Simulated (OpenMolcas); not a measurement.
**V⁴⁺ among point charges: CASSCF and CASPT2 levels and susceptibility**

Aim: the splitting of the states of V⁴⁺ in the field of 6 point charges, its lowest levels with spin-orbit coupling and its magnetic susceptibility.

The numbers are computed with OpenMolcas 26.06 (state-averaged CASSCF and CASPT2, spin-orbit coupling by RASSI with atomic mean-field integrals), except any that are marked as measured or tabulated.

### Step 1. The atom as given

| Item | Value |
| --- | --- |
| Species | V⁴⁺ (vanadium, Z = 23, 19 electrons) |
| Basis | ANO-RCC-VDZP [5s4p2d1f], 34 functions |
| Scalar Hamiltonian | DKH2, point nucleus |
| Inactive shells | 1s 2s 2p 3s 3p |
| Active space | 1 electron in 5 orbitals (3d) |
| Some configurations of this space | 3d |
| Orbitals | optimised for each spin and parity, averaged over all roots |

The outer shells:

3d
```
3d [↑ ][  ][  ][  ][  ]
```

The ion sits among 6 point charges of -2 e arranged as an octahedron (Oh), 1.7 Å from the ion.

Each step is its own input file, run in one work folder so that later steps find the files of earlier ones. Labels, J, g values, rates, χT and fits are worked out afterwards by a script from the matrices that RASSI stores. The input lists half of the charges; inversion (Group=XYZ) makes the rest.

### Step 2. Basis and integrals

Contents of a.inp:

```
&GATEWAY
Coord
1

V 0.0 0.0 0.0
Basis=ANO-RCC-VDZP
Group=XYZ
NoMove
AngMom=0.0 0.0 0.0
AMFI
XField
3 Angstrom 0
1.700000 0.000000 0.000000 -2.000000
0.000000 1.700000 0.000000 -2.000000
0.000000 0.000000 1.700000 -2.000000
&SEWARD
```

Started as:

```sh
$ OMP_NUM_THREADS=1 MOLCAS_MEM=1689 MOLCAS_PROJECT=a pymolcas a.inp > a.log
```

### Step 3. Reference wave functions, doublets of even parity, 5 roots

Contents of a.inp:

```
&RASSCF
FileOrb=start.orb
Symmetry=1
Spin=2
nActEl=1 0 0
Inactive=3 6
Ras2=5 0
CIRoot=5 5 1
SDav=5
CIMx=300
Iter=120 100
PrWF=0.3
OrbListing=Nothing
MaxOrb=0
>>> COPY $Project.JobIph JOB001
```

start.orb holds the contracted functions of the basis, ordered by shell, or the orbitals of the step before.

### Step 4. State interaction with spin-orbit coupling

Contents of a.inp:

```
&RASSI
NrOfJobIphs=1 5
1 2 3 4 5
IphNames
JOB001
EJob
SpinOrbit
DIPRint=1.0
SOCoupling=1000.0
Subsets=2
Property=9
'ANGMOM' 1 'ANGMOM' 2 'ANGMOM' 3 'MLTPL  1' 1 'MLTPL  1' 2 'MLTPL  1' 3
'AMFI' 1 'AMFI' 2 'AMFI' 3
SOProperty=3
'ANGMOM' 1 'ANGMOM' 2 'ANGMOM' 3
```

### Step 5. CASPT2: IPEA 0.25, imaginary shift 0.1 (closed shells correlated: 3s 3p)

Contents of a.inp:

```
>>> COPY JOB001 $Project.JobIph
&CASPT2
Multistate=5 1 2 3 4 5
NoMult
Frozen=2 3
IPEA=0.25
Imaginary=0.1
MaxIter=60
WThr=0.0 0.3 0.05
PrWF=0.5
NoMix
```

(Steps that only read results are left out.)

Before running it: what results should come out? Wanted: spin-free ground state; first state of the same spin within the active space; lowest level; next level.

As calculated:

| quantity | value |
| --- | --- |
| method | SS-CASPT2, IPEA 0.25, imaginary shift 0.1 (closed shells correlated: 3s 3p) |
| spin-free ground state | 2T2, 3-fold in its orbital part |
| first state of the same spin within the active space | 2E at 8650 cm⁻¹ |
| lowest level | 4-fold Γ8 |
| next level | 359.9 cm⁻¹ |
| χT at 300 K | 0.37 cm³ K/mol |
| effective moment at 300 K | 1.71 μB |

Cost by method:

```csv
method,time of its own steps,time with the reference
A. CASSCF,1.9 s,1.9 s
"B. SS-CASPT2, IPEA 0.25, imaginary shift 0.1, +3s 3p",0.57 s,2.4 s
```

Times are of one thread on a shared host.

In words: The spin-free ground state (2T2) comes to 100 % from free-ion D terms and keeps the highest spin of the shell. χT at 300 K is 0.37, against 0.38 cm³ K/mol for the spin alone; near agreement at one temperature doesn't show that the orbital moment is quenched. A ligand-field fit to the states below 45000 cm-1 gives 10Dq = 8651 cm-1, the gap between the two states. CASPT2 does not keep the components of a term degenerate, and the means are used. The field of point charges can differ much from that of real complexes. This is an electrostatic model: the charges have no orbitals.
